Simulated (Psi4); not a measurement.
# TDHF/def2-SVPD (core potential, save jk yes, triplets only) run of [SnH5]− (SMILES [H][Sn-]([H])([H])([H])[H])

We compute the excited states of [SnH5]−. The job is set up through a Python script.

Program for the calculation: Psi4 1.11.

3 further runs of the same task are left out: 1 that didn't finish, 2 set aside as unsound or not needed.

### 1 The structure to begin with

[SnH5]−: 6 atoms, total charge -1, spin state singlet. SMILES: `[H][Sn-]([H])([H])([H])[H]`. All atoms were displaced at random from a relaxed shape.

Bond lengths: Sn1–H2 1.886 Å, Sn1–H3 1.886 Å, Sn1–H4 1.792 Å, Sn1–H5 1.742 Å, Sn1–H6 1.793 Å. Angles: H2–Sn1–H3 179.3°, H2–Sn1–H4 90.0°, H2–Sn1–H5 90.8°, H2–Sn1–H6 90.7°, H3–Sn1–H4 89.5°, H3–Sn1–H5 89.8°, H3–Sn1–H6 89.1°, H4–Sn1–H5 120.6°, H4–Sn1–H6 117.6°, H5–Sn1–H6 121.8°.

### 2 The excited states at TDHF/def2-SVPD (core potential, save jk yes, triplets only)

Contents of h5sn.xyz:

```xyz
6
H5Sn
Sn    -0.008167     0.017639     0.021502
H     -0.017786    -0.011853     1.906829
H      0.017605     0.032749    -1.864508
H      1.783339    -0.005045     0.029803
H     -0.875645     1.528586     0.015223
H     -0.859012    -1.560248    -0.030736
```

Contents of h5sn.py:

```python
import psi4

psi4.set_memory('1600 MB')
psi4.set_num_threads(1)
psi4.set_output_file('psi4.out', False)

with open('h5sn.xyz') as f:
    atoms = ''.join(f.readlines()[2:])
m = psi4.geometry('-1 1\n' + atoms + 'no_reorient\nno_com')

options = {'basis': 'def2-SVPD', 'reference': 'rhf', 'scf_type': 'pk', 'save_jk': True}
psi4.set_options(options)

from psi4.driver.procrouting.response.scf_response import tdscf_excitations
e, wfn = psi4.energy("scf", molecule=m, return_wfn=True)
states = tdscf_excitations(wfn, states=3, tda=False, triplets='only')
for k, s in enumerate(states, 1):
    print(f"root {k}: {s['EXCITATION ENERGY'] * 27.211386:.4f} eV  f = {s['OSCILLATOR STRENGTH (LEN)']:.4f}  {s['SYMMETRY']}")
print(f'scf energy: {e:.10f} Eh')
for k, v in sorted(psi4.core.scalar_variables().items()):
    print(f'{k:45s} {v:18.10f}')
```

Launch:

```sh
$ python h5sn.py
```

What values should one expect? Wanted: ground-state or mean-field energy; HOMO energy; LUMO energy; HOMO–LUMO gap; lowest excitation energy.

Computed results:

Level: TDHF/def2-SVPD (core potential, save jk yes, triplets only).

| quantity | value |
| --- | --- |
| ground-state or mean-field energy | -216.15450 Eh |
| HOMO energy (Hartree–Fock orbitals) | -2.82 eV |
| LUMO energy (Hartree–Fock orbitals) | 5.61 eV |
| HOMO–LUMO gap (to an unbound level, set by the basis) | 8.42 eV |
| lowest excitation energy | 3.37 eV |
